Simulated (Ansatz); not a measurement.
# CSe2 in Ansatz: the effect of target pressure

The system is CSe2.

```
Se C
1.0
     3.56977   -2.99478    0.00000
     3.56977    2.99478    0.00000
     0.00000    0.00000    9.46265
Se C
4 2
Direct
  0.21242 0.78758 0.87938
  0.78758 0.21242 0.12061
  0.28758 0.71242 0.37938
  0.71242 0.28758 0.62062
  0.00000 0.00000 0.00000
  0.50000 0.50000 0.50000
```

The cell comes from a database or a generator and needn't be the stable form of this composition.

Alike in all runs:

- Program: Ansatz 0.2.0
- Task: relaxation of cell and atoms
- Functional: r2SCAN
- Potentials or basis: Ansatz PAW
- Cutoff: 500 eV (not typed: the program's choice for these potentials)
- k mesh: 6 × 6 × 3
- Occupations: fermi-dirac, width 0.05 eV
- Spin: no spin polarisation

Each run relaxes the cell or the atoms first.

| target pressure | relaxed volume (Å³/atom) | gap on the mesh (eV) |
| --- | --- | --- |
| 0 GPa | 31.45 | 2.41 |
| 2 GPa | 25.44 | 1.68 |
| 5 GPa | 22.22 | 1.21 |
| 10 GPa | 19.51 | 0.57 |
| 20 GPa | ? | ? |
| 30 GPa | 14.49 | none |

Q: What does the run with target pressure 20 GPa give?

A: Relaxed volume 16.37 Å³/atom; gap on the mesh none.

Worked out: A parabola through the other rows of the relaxed volume, of slope -0.19 Å³/atom per GPa there, gives 13.31 Å³/atom, against the run's 16.37. The fit is too stiff a form for this range.

Caveats: the plane-wave basis is chosen anew once the cell has moved, so the energies of steps on either side of that aren't comparable; the PAW data sets come from PBE, with cores solved anew for the run's functional, which leaves a small shift of forces and pressure; the volume moved by over 15 % at a fixed basis, so the end points are rough (some runs); odd divisions of the mesh miss points on the zone boundary, where band edges often lie, so the gap on the mesh can be too wide (some runs).

A k mesh can miss the band edges.

A gap of «none» marks a metal or a gap under the smearing width.
